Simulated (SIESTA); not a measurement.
CsLiCr2Te2S3:

```
CELL_PARAMETERS angstrom
3.60358 0.00000 0.00000
-1.80179 3.12079 0.00000
0.00000 0.00000 19.06651
ATOMIC_POSITIONS crystal
Cs 0.00000 0.00000 0.37399
Li 0.66667 0.33333 0.01607
Cr 0.00000 0.00000 0.86637
Cr 0.33333 0.66667 0.16833
Te 0.33333 0.66667 0.53891
Te 0.66667 0.33333 0.77276
S 0.00000 0.00000 0.10030
S 0.33333 0.66667 0.92920
S 0.66667 0.33333 0.23408
```

The cell was built by a generator and needn't be a form met in nature.

Base run:

* Program: SIESTA 5.4.2
* Functional: BLYP
* Potentials or basis: PseudoDojo 0.4 standard (PBE files)
* Basis: DZP (energy shift 0.003 Ry; two zetas on semicore shells; d shell added on Cs)
* Grid cutoff: 800 Ry
* Energy shift: 0.003 Ry
* k mesh: 9 × 9 × 2
* Occupations: fermi-dirac, width 0.05 eV
* Spin: collinear spin, ferromagnetic start
* Starting moments: [0.0, 0.0, 3.0, 3.0, 0.0, 0.0, 0.0, 0.0, 0.0] μB

Its results: band gap on the k mesh none (metal or under the smearing width); pressure 4.2 GPa; net moment 5.65 μB per cell; site moments Cs -0.01; Li -0.04; Cr +3.11, +3.21; Te -0.01, -0.34; S -0.08, -0.09, -0.10 μB; largest force 0.495 eV/Å.

After a change of settings the same cell gave: band gap on the k mesh none (metal or under the smearing width); pressure -4.3 GPa; net moment 5.63 μB per cell; site moments Cs -0.01; Li -0.04; Cr +3.08, +3.23; Te -0.01, -0.32; S -0.09, -0.12 μB; largest force 0.413 eV/Å. Which change was it?
A. functional from BLYP to RPBE
B. functional from BLYP to AM05; potentials or basis from PseudoDojo 0.4 standard (PBE files) to PseudoDojo 0.4 standard (PBEsol files)
C. functional from BLYP to LDA; potentials or basis from PseudoDojo 0.4 standard (PBE files) to PseudoDojo 0.4 standard (LDA files)
D. functional from BLYP to PBEsol; potentials or basis from PseudoDojo 0.4 standard (PBE files) to PseudoDojo 0.4 standard (PBEsol files)

C.

Caveats: spin-orbit coupling is left out, which moves the levels of the heavy elements; the basis of atomic orbitals isn't converged, which shifts pressures, moduli and gaps; only a ferromagnetic start was run, and an antiferromagnetic order may lie lower in energy; the potentials were made for another functional, which shifts forces and pressure (some runs).

Runs at the PBE level aren't shown here.
